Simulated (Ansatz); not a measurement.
**KH2O2+ (SMILES [K+].OO): a short trajectory**

Aim: follow the atoms for 60 steps of 1.0 fs with a Langevin thermostat, with velocities drawn for 500 K.

The runs use Ansatz 0.2.0, Gaussian basis; PBE-D4/def2-SVPD.

## (1) The system as given

The start, a pair relaxed at PBE0-D4: SMILES `[K+].OO`, 5 atoms, charge 1, spin multiplicity 1.

Atoms are counted from 1 here; the program's logs count them from 0.

Bond lengths: K1–O2 2.724 Å, K1–O3 2.724 Å, O2–O3 1.424 Å, O2–H4 0.969 Å, O3–H5 0.969 Å. Angles: O2–K1–O3 30.3°, K1–O2–O3 74.8°, K1–O2–H4 134.7°, O3–O2–H4 103.1°, K1–O3–O2 74.8°, K1–O3–H5 134.7°, O2–O3–H5 103.1°.

As a file:

| atom | x (Å) | y (Å) | z (Å) |
| --- | --- | --- | --- |
| K1 | 0.0532 | -0.2253 | -2.3510 |
| O2 | 0.5420 | -0.4258 | 0.3215 |
| O3 | -0.5541 | 0.4768 | 0.2102 |
| H4 | 0.2581 | -1.0310 | 1.0231 |
| H5 | -0.2993 | 1.2054 | 0.7961 |

## (2) The run

File md/in.yaml:

```yaml
crystal:
  periodic: [false, false, false]
  atoms:
    - {symbol: K, position_ang: [0.053184, -0.225326, -2.351027]}
    - {symbol: O, position_ang: [0.542026, -0.425840, 0.321486]}
    - {symbol: O, position_ang: [-0.554055, 0.476781, 0.210167]}
    - {symbol: H, position_ang: [0.258106, -1.030996, 1.023141]}
    - {symbol: H, position_ang: [-0.299260, 1.205382, 0.796134]}
basis:
  gaussian: {orbitals: def2-SVPD}
total_charge: 1
hamiltonian: {xc: pbe, dispersion: d4}
md: {n_steps: 60, timestep: 1.0, temperature: 500, ensemble: nvt_langevin, seed: 594, friction: 0.05, initial_velocities: maxwell_boltzmann}
```

Run with:

```console
ansatz run in.yaml --threads 2 --pin off --events-out ev --progress --plain --max-ram 5222MiB
```

Before running it: what results should come out? Wanted: temperature at the start; mean temperature, second half; lowest and highest potential energy, from the first frame; largest change of potential + kinetic.

The runs gave:

| quantity | value |
| --- | --- |
| length | 60 steps, 60.0 fs |
| temperature at the start | 400 K |
| mean temperature, second half | 535 K |
| lowest and highest potential energy, from the first frame | 0 and 467 meV |
| largest change of potential + kinetic | 475.6 meV |

In words: The thermostat trades energy with the molecule, so the sum of potential and kinetic energy isn't conserved: it changes by +328 meV over the run. The instant temperature ranges from 200 to 906 K, as energy passes between motion and strain. The bonding pattern stays as it was. Under Langevin the temperature counts 3N degrees of freedom, more than the drawn velocities fill, so it starts at 400 K, not 500 K.
